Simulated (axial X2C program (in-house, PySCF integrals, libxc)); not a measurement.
# A two-component session on GeO⁺: properties at the nuclei

Aim: properties at the nuclei of GeO⁺, with spin–orbit coupling in the Hamiltonian from the start.

The runs use an in-house X2C program for linear molecules on PySCF integrals; two-component X2C with atomic mean-field terms, Ge dyall-acv3z, O dyall-av3z.

All values are calculated.

## 1. The job

task.json

```json
{"zs": [32, 8], "q": 1, "bas": ["dyall-acv3z", "dyall-av3z"], "r0": 1.68, "levels": ["PBE0", "HF", "B3LYP"], "nst": 1, "ff": 1, "thr": -3.5, "nmax": 130, "opt": {"ecut": 60}}
```

Keys: zs atomic numbers; q charge; bas basis sets; r0 starting distance in Å; levels methods (HF also brings MP2); nst determinants followed; ff finite-field run; thr threshold in hartree for freezing inner shells (an s shell follows its p shell); nmax most natural virtual spinors; ecut virtual cutoff in hartree.

Launch:

```sh
> python soeom.py task.json out
```

Nuclei are Gaussian, cores are contracted, and the Gaunt term is on.

## 2. Expectation values, lowest determinant

R = 1.771 Å. State: Ω = 3/2 (excess of +ω over −ω: ω = 3/2).

Output of the PBE0 run:

```text
two-component X2C + atomic mean field  PBE0
basis functions 178  fitting functions 970  grid points 5076
iter        total energy     max residual
   1      -2172.771863747     4.69e-06
   2      -2172.771863748     5.53e-06
converged
one-electron -3164.44393107  Coulomb 1004.02494294  exact exchange -21.60593122  xc functional -66.51438853  nuclear repulsion 76.49314850  atomic mean-field constant -0.72570438
```

The highest occupied spinor is 49% O p, 25% Ge p, 20% Ge s.

| level | Eeff magnitude (GV/cm) | Ws magnitude Ge (kHz) | A∥/gI Ge (MHz) | qzz Ge (a.u.) | A∥/gI O (MHz) | qzz O (a.u.) |
| --- | --- | --- | --- | --- | --- | --- |
| PBE0 | 0.00437 | 0.00129 | 70.6 | -4.65 | 188 | -1.04 |
| HF | 0.0335 | 0.00637 | 48.8 | -5.03 | 212 | -0.83 |
| B3LYP | 0.00366 | 0.0013 | 74 | -4.55 | 191 | -1.13 |

Eeff is the effective electric field on the electron dipole moment in this Ω state and Ws the scalar–pseudoscalar constant (defined with the proton number Z and per Ω); A∥ is the parallel hyperfine constant, which follows by multiplying with the nuclear g factor gI = μI/(I μN); qzz is the electric field gradient, eQq0 = 234.96 MHz × Q/barn × qzz. The operators were transformed with the bare-nucleus X2C matrices.

## 3. Finite-field coupled cluster

Output:

```text
two-component X2C + atomic mean field  HF
basis functions 178  fitting functions 970  grid points 5076
iter        total energy     max residual
   1      -2171.075268868     2.96e-01
   2      -2171.102774118     7.69e-03
   3      -2171.103973387     4.65e-03
   4      -2171.104226651     1.60e-03
   5      -2171.104295691     1.01e-03
   6      -2171.104313935     4.19e-04
   7      -2171.104319713     2.41e-04
   8      -2171.104321995     1.09e-04
   9      -2171.104322545     5.38e-05
  10      -2171.104322689     2.03e-05
  11      -2171.104322702     1.00e-05
  12      -2171.104322707     5.92e-06
  13      -2171.104322711     3.32e-06
  14      -2171.104322712     1.94e-06
converged
one-electron -3164.59916427  Coulomb 1004.30338434  exact exchange -86.57598690  xc functional 0.00000000  nuclear repulsion 76.49314850  atomic mean-field constant -0.72570438
correlated 19  virtual 297  natural virtual 130  E(MP2) -0.752711900  MP2 remainder -0.044618575
iter   CCSD correlation   residual
   1     -0.671539492   1.34e-01
   2     -0.685926649   6.12e-02
   3     -0.690514950   2.55e-02
   4     -0.689969422   1.07e-02
   5     -0.690127528   5.35e-03
   6     -0.690247670   2.02e-03
   7     -0.690229575   7.46e-04
   8     -0.690239995   2.95e-04
   9     -0.690235199   1.42e-04
  10     -0.690235636   5.51e-05
  11     -0.690234912   2.22e-05
  12     -0.690234852   9.41e-06
  13     -0.690234820   4.38e-06
  14     -0.690234810   1.98e-06
(T) -0.019320334  T1 0.0253  D1 0.0630  max T2 0.068
```

T1 in the output is the amplitude norm over the root of the electron number; divide by √2 for the Lee–Taylor value.

19 electrons correlated in 130 natural virtual spinors, MP2 remainder added; T1 = 0.018.

| level | Eeff magnitude (GV/cm) | Ws magnitude Ge (kHz) | A∥/gI Ge (MHz) | qzz Ge (a.u.) | A∥/gI O (MHz) |
| --- | --- | --- | --- | --- | --- |
| HF | 0.0317 | 0.00587 | 48.7 | -5.03 | 212 |
| MP2 | 0.0113 | 0.00314 | 57.3 | -4.70 | 194 |
| CCSD | 0.00465 | 0.000714 | 53.6 | -4.68 | 195 |
| CCSD(T) | 0.0119 | 0.00348 | 59 | -4.53 | 193 |

## 4. Results

| quantity | value |
| --- | --- |
| lowest determinant | Ω = 3/2 (excess of +ω over −ω: ω = 3/2) |
| Eeff magnitude (GV/cm), PBE0 | 0.00437 |
| Ws magnitude Ge (kHz), PBE0 | 0.00129 |
| A∥/gI Ge (MHz), PBE0 | 70.6 |
| qzz Ge (a.u.), PBE0 | -4.65 |
| Eeff magnitude (GV/cm), CCSD(T) | 0.0119 |
| Ws magnitude Ge (kHz), CCSD(T) | 0.00348 |
| A∥/gI Ge (MHz), CCSD(T) | 59 |
| qzz Ge (a.u.), CCSD(T) | -4.53 |

**Reading.** In the first state, the effective field runs from 0.00366 to 0.0335 GV/cm over the mean-field levels, so the levels don't agree on it. The expectation values come from single determinants, which for open shells can mix terms of unlike spin or miss the lowest Ω, so a determinant need not be a state. Eeff is the effective electric field on the electron dipole moment in this Ω state and Ws the scalar–pseudoscalar constant (defined with the proton number Z and per Ω); A∥ is the parallel hyperfine constant, which follows by multiplying with the nuclear g factor gI = μI/(I μN); qzz is the electric field gradient, eQq0 = 234.96 MHz × Q/barn × qzz. The operators were transformed with the bare-nucleus X2C matrices. Correlation of the inner shells is missing, which matters for properties at the nucleus.
